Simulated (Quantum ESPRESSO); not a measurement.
# Si2F (R-3m) in Quantum ESPRESSO: single point with WC

Aim: the single point of Si2F with WC.

Everything below comes from runs of Quantum ESPRESSO 7.5. Logs are shortened: lines on timing, memory, paths and dates and some standing lists are left out, and cuts for length are marked.

## (1) The undisturbed crystal

Symmetry: R-3m, No. 166, trigonal system. The conventional cell has a = 2.637 Å, b = 2.637 Å, c = 19.267 Å, α = 90.00°, β = 90.00°, γ = 120.00°. Around Si (site symmetry 3m) lie 3 F at 2.48 Å and 6 Si at 2.64 Å. F (site symmetry -3m) has 6 Si at 2.48 Å and 6 F at 2.64 Å as nearest neighbours.

The cell was built by a generator and needn't be a form met in nature.

## (2) Single point, WC (atoms moved at random, drawn with an rms of 0.15 Å)

The input, pw.in:

```
&CONTROL
  calculation = 'scf'
  prefix = 'pwscf'
  outdir = './tmp'
  pseudo_dir = './pseudo'
  tprnfor = .true.
  tstress = .true.
  disk_io = 'low'
/
&SYSTEM
  ibrav = 0
  celldm(1) = 8
  nat = 3
  ntyp = 2
  ecutwfc = 33
  ecutrho = 264
  nbnd = 13
  input_dft = 'wc'
  occupations = 'smearing'
  smearing = 'fd'
  degauss = 0.00367493
/
&ELECTRONS
  conv_thr = 6d-10
  electron_maxstep = 120
  mixing_beta = 0.5
/
ATOMIC_SPECIES
Si    28.0850 Si.pbe-n-rrkjus_psl.1.0.0.UPF
F     18.9984 f_pbe_v1.4.uspp.F.UPF
CELL_PARAMETERS alat
  0.3114457625996   0.1798145272311   1.5170579599036
 -0.3114457625996   0.1798145272311   1.5170579599036
  0.0000000000000  -0.3596266923046   1.5170579599036
ATOMIC_POSITIONS crystal
Si     0.7008620000    0.8337980000    0.7627860000
Si     0.2494250000    0.1982910000    0.2195550000
F      0.0538710000   -0.0534790000   -0.0058530000
K_POINTS automatic
9 9 9 0 0 0
```

The input, scf2.in:

```
&CONTROL
  calculation = 'scf'
  prefix = 'pwscf'
  outdir = './tmp'
  pseudo_dir = './pseudo'
  tprnfor = .true.
  tstress = .true.
  disk_io = 'low'
/
&SYSTEM
  ibrav = 0
  celldm(1) = 8
  nat = 3
  ntyp = 2
  ecutwfc = 33
  ecutrho = 264
  nbnd = 13
  input_dft = 'wc'
  occupations = 'smearing'
  smearing = 'fd'
  degauss = 0.00367493
/
&ELECTRONS
  conv_thr = 1d-11
  electron_maxstep = 120
  mixing_beta = 0.5
  startingpot = 'file'
  startingwfc = 'file'
/
ATOMIC_SPECIES
Si    28.0850 Si.pbe-n-rrkjus_psl.1.0.0.UPF
F     18.9984 f_pbe_v1.4.uspp.F.UPF
CELL_PARAMETERS alat
  0.3114457625996   0.1798145272311   1.5170579599036
 -0.3114457625996   0.1798145272311   1.5170579599036
  0.0000000000000  -0.3596266923046   1.5170579599036
ATOMIC_POSITIONS crystal
Si     0.7008620000    0.8337980000    0.7627860000
Si     0.2494250000    0.1982910000    0.2195550000
F      0.0538710000   -0.0534790000   -0.0058530000
K_POINTS automatic
9 9 9 0 0 0
```

Potentials or basis: SSSP 1.3 efficiency PBE.

Run with:

```console
$ OMP_NUM_THREADS=1 pw.x -in pw.in > pw.out
$ OMP_NUM_THREADS=1 pw.x -in scf2.in > scf2.out
```

pw.out:

```text
This program is part of the open-source Quantum ESPRESSO suite
     for quantum simulation of materials; please cite
         "P. Giannozzi et al., J. Phys.:Condens. Matter 21 395502 (2009);
         "P. Giannozzi et al., J. Phys.:Condens. Matter 29 465901 (2017);
         "P. Giannozzi et al., J. Chem. Phys. 152 154105 (2020);
     in publications or presentations arising from this work. More details at

     IMPORTANT: XC functional enforced from input :
     Exchange-correlation= WC
                           (   1   4  11   4   0   0   0)
     Any further DFT definition will be discarded
     Please, verify this is what you really want

     G-vector sticks info
     --------------------
     sticks:   dense  smooth     PW     G-vecs:    dense   smooth      PW
     Sum        1275     637    239                18855     6651    1557

     Using Slab Decomposition

     bravais-lattice index     =            0
     lattice parameter (alat)  =       8.0000  a.u.
     unit-cell volume          =     260.9929 (a.u.)^3
     number of atoms/cell      =            3
     number of atomic types    =            2
     number of electrons       =        15.00
     number of Kohn-Sham states=           13
     kinetic-energy cutoff     =      33.0000  Ry
     charge density cutoff     =     264.0000  Ry
     scf convergence threshold =      6.0E-10
     mixing beta               =       0.5000
     number of iterations used =            8  plain     mixing
     Exchange-correlation= WC
                           (   1   4  11   4   0   0   0)

     celldm(1)=   8.000000  celldm(2)=   0.000000  celldm(3)=   0.000000
     celldm(4)=   0.000000  celldm(5)=   0.000000  celldm(6)=   0.000000

     crystal axes: (cart. coord. in units of alat)
               a(1) = (   0.311446   0.179815   1.517058 )
               a(2) = (  -0.311446   0.179815   1.517058 )
               a(3) = (   0.000000  -0.359627   1.517058 )

     reciprocal axes: (cart. coord. in units 2 pi/alat)
               b(1) = (  1.605416  0.926885  0.219723 )
               b(2) = ( -1.605416  0.926885  0.219723 )
               b(3) = (  0.000000 -1.853770  0.219724 )

     PseudoPot. # 1 for Si read from file:
     Si.pbe-n-rrkjus_psl.1.0.0.UPF
     Pseudo is Ultrasoft + core correction, Zval =  4.0
     Generated using "atomic" code by A. Dal Corso  v.5.1
     Using radial grid of 1141 points,  6 beta functions with:
                l(1) =   0
                l(2) =   0
                l(3) =   1
                l(4) =   1
                l(5) =   2
                l(6) =   2
     Q(r) pseudized with 0 coefficients

     PseudoPot. # 2 for F  read from file:
     f_pbe_v1.4.uspp.F.UPF
     Pseudo is Ultrasoft, Zval =  7.0
     Generated by new atomic code, or converted to UPF format
     Using radial grid of  799 points,  4 beta functions with:
                l(1) =   0
                l(2) =   0
                l(3) =   1
                l(4) =   1
     Q(r) pseudized with  8 coefficients,  rinner =    0.950   0.950   0.950

     atomic species   valence    mass     pseudopotential
     Si                4.00    28.08500     Si( 1.00)
     F                 7.00    18.99840     F ( 1.00)

     No symmetry found

   Cartesian axes

     site n.     atom                  positions (alat units)
         1        Si     tau(   1) = (  -0.0414024   0.0016360   3.4853587  )
         2        Si     tau(   2) = (   0.0159255   0.0015480   1.0122888  )
         3        F      tau(   3) = (   0.0334337   0.0021754  -0.0082847  )

     number of k points=   365  Fermi-Dirac smearing, width (Ry)=  0.0037

     Number of k-points >= 100: set verbosity='high' to print them.

     Dense  grid:    18855 G-vectors     FFT dimensions: (  72,  72,  72)

     Smooth grid:     6651 G-vectors     FFT dimensions: (  45,  45,  45)

     Initial potential from superposition of free atoms

     starting charge      14.9989, renormalised to      15.0000
     Starting wfcs are   12 randomized atomic wfcs +    1 random wfcs

     Self-consistent Calculation

     iteration #  1     ecut=    33.00 Ry     beta= 0.50
     Davidson diagonalization with overlap
     ethr =  1.00E-02,  avg # of iterations =  4.9

     total energy              =     -71.13206022 Ry
     estimated scf accuracy    <       0.17168969 Ry

     iteration #  2     ecut=    33.00 Ry     beta= 0.50
     Davidson diagonalization with overlap
     ethr =  1.14E-03,  avg # of iterations =  2.3

     total energy              =     -71.14127850 Ry
     estimated scf accuracy    <       0.27937886 Ry

     iteration #  3     ecut=    33.00 Ry     beta= 0.50
     Davidson diagonalization with overlap
     ethr =  1.14E-03,  avg # of iterations =  1.6

     total energy              =     -71.19190414 Ry
     estimated scf accuracy    <       0.02275714 Ry

     iteration #  4     ecut=    33.00 Ry     beta= 0.50
     Davidson diagonalization with overlap
     ethr =  1.52E-04,  avg # of iterations =  2.7

     total energy              =     -71.19463430 Ry
     estimated scf accuracy    <       0.00161810 Ry

     iteration #  5     ecut=    33.00 Ry     beta= 0.50
     Davidson diagonalization with overlap
     ethr =  1.08E-05,  avg # of iterations =  4.1

     total energy              =     -71.19481678 Ry
     estimated scf accuracy    <       0.00042147 Ry

     iteration #  6     ecut=    33.00 Ry     beta= 0.50
     Davidson diagonalization with overlap
     ethr =  2.81E-06,  avg # of iterations =  2.0

     total energy              =     -71.19483217 Ry
     estimated scf accuracy    <       0.00010362 Ry

     iteration #  7     ecut=    33.00 Ry     beta= 0.50
     Davidson diagonalization with overlap
     ethr =  6.91E-07,  avg # of iterations =  1.2

     total energy              =     -71.19484721 Ry
     estimated scf accuracy    <       0.00000143 Ry

     iteration #  8     ecut=    33.00 Ry     beta= 0.50
     Davidson diagonalization with overlap
     ethr =  9.51E-09,  avg # of iterations =  3.0

     total energy              =     -71.19484760 Ry
     estimated scf accuracy    <       0.00000032 Ry

     iteration #  9     ecut=    33.00 Ry     beta= 0.50
     Davidson diagonalization with overlap
     ethr =  2.13E-09,  avg # of iterations =  1.3

     total energy              =     -71.19484762 Ry
     estimated scf accuracy    <       0.00000002 Ry

     iteration # 10     ecut=    33.00 Ry     beta= 0.50
     Davidson diagonalization with overlap
     ethr =  1.59E-10,  avg # of iterations =  2.2

     total energy              =     -71.19484763 Ry
     estimated scf accuracy    <          7.8E-10 Ry

     iteration # 11     ecut=    33.00 Ry     beta= 0.50
     Davidson diagonalization with overlap
     ethr =  5.19E-12,  avg # of iterations =  3.1

     End of self-consistent calculation

     Number of k-points >= 100: set verbosity='high' to print the bands.

     the Fermi energy is     8.3629 ev

!    total energy              =     -71.19484763 Ry
     estimated scf accuracy    <          4.7E-11 Ry
     smearing contrib. (-TS)   =      -0.00102706 Ry
     internal energy E=F+TS    =     -71.19382057 Ry

     The total energy is F=E-TS. E is the sum of the following terms:
     one-electron contribution =     -23.88523351 Ry
     hartree contribution      =      21.95639212 Ry
     xc contribution           =     -21.40239246 Ry
     ewald contribution        =     -47.86258672 Ry

     convergence has been achieved in  11 iterations

     Forces acting on atoms (cartesian axes, Ry/au):

     atom    1 type  1   force =    -0.01208246   -0.00457475   -0.02718185
     atom    2 type  1   force =     0.00137731    0.00073440    0.01258808
     atom    3 type  2   force =     0.01070515    0.00384035    0.01459377

     Total force =     0.037537     Total SCF correction =     0.000010

     Computing stress (Cartesian axis) and pressure

          total   stress  (Ry/bohr**3)                   (kbar)     P=      -52.94
  -0.00005665  -0.00006998  -0.00008550           -8.33      -10.29      -12.58
  -0.00006998  -0.00006606  -0.00004625          -10.29       -9.72       -6.80
  -0.00008550  -0.00004625  -0.00095690          -12.58       -6.80     -140.77

=------------------------------------------------------------------------------=
   JOB DONE.
=------------------------------------------------------------------------------=
```

scf2.out:

```text
This program is part of the open-source Quantum ESPRESSO suite
     for quantum simulation of materials; please cite
         "P. Giannozzi et al., J. Phys.:Condens. Matter 21 395502 (2009);
         "P. Giannozzi et al., J. Phys.:Condens. Matter 29 465901 (2017);
         "P. Giannozzi et al., J. Chem. Phys. 152 154105 (2020);
[... 149 lines left out ...]
  -0.00006998  -0.00006615  -0.00004625          -10.29       -9.73       -6.80
  -0.00008550  -0.00004625  -0.00095699          -12.58       -6.80     -140.78

=------------------------------------------------------------------------------=
   JOB DONE.
=------------------------------------------------------------------------------=
```

Wall time 6.4 min (1 thread of Arm Neoverse V1, shared host); peak memory 0.17 GiB.

These settings aren't checked as converged (typed here: ecut_scale = 0.6): the numbers below hold their error.

What came out:

| Property | Result |
| --- | --- |
| Free energy | -968.6552 eV |
| Pressure | -5.3 GPa |
| Largest force | 0.774 eV/Å |
| Band gap on the k mesh | none (metal or under the smearing width) |

Caveat: the k mesh is coarse; the potentials were made for another functional, which shifts forces and pressure; the cutoff lies well under what these potentials need, so the values aren't converged; an odd number of electrons without spin polarisation forces a metal; a magnetic or distorted state may lie lower.
